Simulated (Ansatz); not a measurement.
## ScCu, space group Pm-3m: a relaxation of cell and ions, step by step

With Ansatz's Python interface.

Run as a notebook:

In [1]:
```python
from dataclasses import dataclass
import warnings

import ansatz as az
from ase import Atoms
from ase.io import write
from ase.neighborlist import neighbor_list
import matplotlib.pyplot as plt
import numpy as np
from pymatgen.core import Lattice, Structure
from pymatgen.io.ase import AseAtomsAdaptor
```

In [2]:
```python
@dataclass(frozen=True)
class Options:
    xc: str = "r2scan"
    kmesh: tuple[int, ...] = (6, 6, 6)
    sigma: float = 0.15
    force_tol: float = 0.001
```

In [3]:
```python
opts = Options()
```

In [4]:
```python
def edges_and_angles(cell):
    cell = np.asarray(cell)
    a, b, c = np.linalg.norm(cell, axis=1)
    cosines = cell[1] @ cell[2] / (b * c), cell[0] @ cell[2] / (a * c), cell[0] @ cell[1] / (a * b)
    return (a, b, c, *np.degrees(np.arccos(cosines)))
```

In [5]:
```python
warnings.simplefilter("ignore", az.DeckWarning)
```

In [6]:
```python
pmg_structure = Structure(
    Lattice([[3.256, 0.0, 0.0], [0.0, 3.256, 0.0], [0.0, 0.0, 3.256]]),
    ["Sc", "Cu"],
    [
        [0.5, 0.5, 0.5],
        [0.0, 0.0, 0.0],
    ],
)
structure = az.Crystal.from_ase(AseAtomsAdaptor.get_atoms(pmg_structure))

base = (
    structure.calculation()
    .functional(opts.xc)
    .initial_density(normalization="cell")
    .kpoints(mesh=opts.kmesh, center="gamma")
    .occupations(az.OccupationsMethod.FERMI_DIRAC, width=opts.sigma)
    .relax(force_tolerance=opts.force_tol, max_steps=40, fix_cell=["shape"])
    .density_of_states(energy_step=0.1, projected=True)
)
steps = []


def collect(event):
    if event["event"] == "relax_step":
        steps.append(event["data"])


out = base.session().plan().execute(on_event=collect)
r = out.report

r["converged"], r["free_energy_ev"]
```
Out [6]:
```text
(True, -8772.415408458)
```

In [7]:
```python
print("step   energy (eV)     max force (eV/A)   P (GPa)  SCF")
for s in steps:
    print(f"{s['step']:4d} {s['lagrangian_ev']:15.5f} {s['allowed_force_max_ev_ang']:12.4f} {s['pressure_gpa']:10.3f} {s['n_scf']:5d}")
```
```text
step   energy (eV)     max force (eV/A)   P (GPa)  SCF
   1     -8772.41339       0.0000     -1.308    10
   2     -8772.41504       0.0000      0.916     8
   3     -8772.41572       0.0000     -0.020     8
   4     -8772.41541       0.0000     -0.028     6
```

In [8]:
```python
first, last = steps[0], steps[-1]
symbols = [site.symbol for site in out.lattice.sites]
print(f"energy gained {first['lagrangian_ev'] - last['lagrangian_ev']:.4f} eV in {len(steps) - 1} steps")
for label, vectors in (("before", first["cell_ang"]), ("after", out.lattice.cell_ang)):
    print(label, "a b c (A) {:.4f} {:.4f} {:.4f}  angles {:.2f} {:.2f} {:.2f}".format(*edges_and_angles(vectors)), f" V = {abs(np.linalg.det(vectors)):.3f} A^3")
print("final stress (GPa):", np.round(np.diag(r["stress_gpa"]), 3) + 0.0)

final = Atoms(symbols, positions=last["positions_ang"], cell=out.lattice.cell_ang, pbc=True)
i, j, d = neighbor_list("ijd", final, 4.0)
for atom in range(len(final)):
    near = np.argsort(np.where(i == atom, d, np.inf))[:2]
    print(f"{symbols[atom]}{atom}:", ", ".join(f"{symbols[j[m]]} {d[m]:.3f}" for m in near if i[m] == atom))
```
```text
energy gained 0.0020 eV in 3 steps
before a b c (A) 3.2560 3.2560 3.2560  angles 90.00 90.00 90.00  V = 34.519 A^3
after a b c (A) 3.2408 3.2408 3.2408  angles 90.00 90.00 90.00  V = 34.039 A^3
final stress (GPa): [-0.028 -0.028 -0.028]
Sc0: Cu 2.807, Cu 2.807
Cu1: Sc 2.807, Sc 2.807
```

In [9]:
```python
fig, (top, bottom) = plt.subplots(2, 1, sharex=True, figsize=(4.5, 4))
top.plot([s["lagrangian_ev"] - last["lagrangian_ev"] for s in steps], "o-")
top.set_ylabel("E - E(final) (eV)")
bottom.semilogy([max(s["allowed_force_max_ev_ang"], 1e-6) for s in steps], "s-")
bottom.set(xlabel="step", ylabel="largest force (eV/A)")
fig.tight_layout()
fig.savefig("relax.png", dpi=100)
```

In [10]:
```python
relaxed = Atoms(symbols, positions=[site.position_ang for site in out.lattice.sites], cell=out.lattice.cell_ang, pbc=True)
write("relaxed.cif", relaxed, format="cif")
```

In [11]:
```python
print("%-22s %14.5f eV" % ("F = E - TS", r["free_energy_ev"]))
print("%-22s %14.5f eV" % ("E", r["internal_energy_ev"]))
print("%-22s %14.5f eV" % ("Harris-Foulkes", r["harris_foulkes_ev"]))
print("%-22s %14.5f eV" % ("Fermi level", r["fermi_energy_ev"]))
```
```text
F = E - TS                -8772.41541 eV
E                         -8772.29751 eV
Harris-Foulkes            -8772.41541 eV
Fermi level                  12.76143 eV
```

In [12]:
```python
dos = out.density_of_states()
energy = np.asarray(dos.energies_ev) - dos.fermi_ev
projected = out.projected_density_of_states()
step = energy[1] - energy[0]
for index, site in enumerate(projected.sites):
    for shell in site.shells:
        curve = sum(np.sum(part.g_bin_mean_per_ev, axis=0) for part in shell.curves)
        print(f"site {index} {site.species:2s} {shell.label:3s} filled {curve[energy <= 0].sum() * step:7.3f}  at E_F {np.interp(0, energy, curve):7.3f} /eV")
```
```text
site 0 Sc 3S  filled   1.969  at E_F   0.000 /eV
site 0 Sc 4S  filled   0.924  at E_F   0.055 /eV
site 0 Sc 3P  filled   5.994  at E_F   0.002 /eV
site 0 Sc 3D  filled   2.047  at E_F   0.787 /eV
site 1 Cu 3S  filled   1.993  at E_F   0.000 /eV
site 1 Cu 4S  filled   1.095  at E_F   0.042 /eV
site 1 Cu 3P  filled   5.997  at E_F   0.001 /eV
site 1 Cu 3D  filled   9.695  at E_F   0.106 /eV
```

File `relaxed.cif` afterwards:
```cif
data_image0
_chemical_formula_structural       ScCu
_chemical_formula_sum              "Sc1 Cu1"
_cell_length_a       3.2408441382667035
_cell_length_b       3.2408441382667035
_cell_length_c       3.2408441382667035
_cell_angle_alpha    90.0
_cell_angle_beta     90.0
_cell_angle_gamma    90.0

_space_group_name_H-M_alt    "P 1"
_space_group_IT_number       1

loop_
  _space_group_symop_operation_xyz
  'x, y, z'

loop_
  _atom_site_type_symbol
  _atom_site_label
  _atom_site_symmetry_multiplicity
  _atom_site_fract_x
  _atom_site_fract_y
  _atom_site_fract_z
  _atom_site_occupancy
  Sc  Sc1       1.0  0.5  0.5  0.5  1.0000
  Cu  Cu1       1.0  1.9716727522386245e-35  0.0  0.0  1.0000
```

What to keep in mind:
- The settings weren't tested for convergence.
- Forces vanish by symmetry, so the ions can't move, and the end may be a saddle.
- For a metal this k-point mesh is coarse: on a finer one energies can move by several to tens of meV an atom and pressures by half a GPa or more, differences at one mesh by less.
- Only differences from the Fermi energy are physical; the zero of the scale is a convention.
- Projections exist only for the shells that the potentials hold, some of them semicore, and samples at single energies can miss narrow peaks.
- Energies along a relaxation are free energies. Rows at an unchanged volume are solved on a plane-wave basis chosen afresh for that cell, so the energy jumps there and such rows are no steps of the walk.
- A Fermi-Dirac width this large means warm electrons, whose thermal share enters the free energy.
- The starting cell is as deposited in a crystallographic database; the results hold for this polymorph, which needn't be the stable one.
- The computed bands are complete only to about 4.2 eV above the Fermi level; beyond that the density of states is undercounted.
- Finished in 10 s on 1 thread of Intel(R) Xeon(R) 6975P-C (Granite Rapids), with other jobs on the host, peak memory 0.55 GiB.

(Lines on the test bed's own set-up are left out of the output.)
